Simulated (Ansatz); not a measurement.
# ClGe2H7S: the cost of one run

All numbers below are computed with Ansatz 0.2.0 (RKS PBE0/def2-SVP).

## (1) The system as given

Bond lengths: Ge1–Cl2 2.570 Å, Ge1–Ge3 2.400 Å, Ge3–H4 1.550 Å, Ge3–H5 1.550 Å, Ge3–H6 1.550 Å, Ge1–H7 1.549 Å, Ge1–H8 1.549 Å, Ge1–S9 2.550 Å, S9–H10 1.400 Å, Cl2–H11 1.542 Å, S9–H11 1.586 Å. Angles (14 of 21 angles, heavy atoms first): Cl2–Ge1–Ge3 109.4°, Cl2–Ge1–S9 71.6°, Ge3–Ge1–S9 67.1°, Ge1–Cl2–H11 70.9°, Cl2–Ge1–H7 109.5°, Cl2–Ge1–H8 109.5°, Ge3–Ge1–H7 109.5°, Ge3–Ge1–H8 109.5°, H7–Ge1–S9 72.9°, H8–Ge1–S9 176.5°, Ge1–Ge3–H4 109.5°, Ge1–Ge3–H5 109.5°, Ge1–Ge3–H6 109.5°, Ge1–S9–H10 109.5°.

Coordinates:

```xyz
11

Ge    0.0000    0.0000    0.0000
Cl    0.0000    0.0000    2.5700
Ge    2.2632    0.0000   -0.7992
H     2.7487   -1.4611   -0.9782
H     2.3309    0.7367   -2.1612
H     3.1736    0.7244    0.2250
H    -0.7300    1.2648   -0.5162
H    -0.7300   -1.2648   -0.5162
S     1.3373    2.0168    0.8041
H     2.4142    1.5819    1.5858
H     0.8048    1.2137    2.0643
```

## (2) A restrained relaxation towards end A

Springs on the bonds that form and break draw the guess towards this end; the thresholds are loose.

Input file input.yaml:

```yaml
crystal:
  periodic: [false, false, false]
  atoms:
    - { symbol: Ge, position_ang: [0.0, 0.0, 0.0] }
    - { symbol: Cl, position_ang: [0.0, 0.0, 2.57] }
    - { symbol: Ge, position_ang: [2.2632, 0.0, -0.7992] }
    - { symbol: H, position_ang: [2.7487, -1.4611, -0.9782] }
    - { symbol: H, position_ang: [2.3309, 0.7367, -2.1612] }
    - { symbol: H, position_ang: [3.1736, 0.7244, 0.225] }
    - { symbol: H, position_ang: [-0.73, 1.2648, -0.5162] }
    - { symbol: H, position_ang: [-0.73, -1.2648, -0.5162] }
    - { symbol: S, position_ang: [1.3373, 2.0168, 0.8041] }
    - { symbol: H, position_ang: [2.4142, 1.5819, 1.5858] }
    - { symbol: H, position_ang: [0.8048, 1.2137, 2.0643] }
basis:
  gaussian: { orbitals: def2-SVP }
hamiltonian:
  xc: pbe0
relax:
  f_tol: 0.15
  max_steps: 25
  restrain:
    - { distance: [0, 8], at: 3.45, k: 30.0 }
    - { distance: [10, 1], at: 2.57, k: 30.0 }
    - { distance: [0, 1], at: 2.22, k: 30.0 }
    - { distance: [10, 8], at: 1.4, k: 30.0 }
```

On the command line:

```bash
$ ansatz run input.yaml --threads 4 --pin off --max-ram 5120MiB --backend cpu --events-out ev --progress --plain --runs-dir out
```

**Question.** How long does this run take on 4 threads of Arm Neoverse V1, shared host, and how much memory does it need?

About 33 s, with a peak of 0.42 GiB.
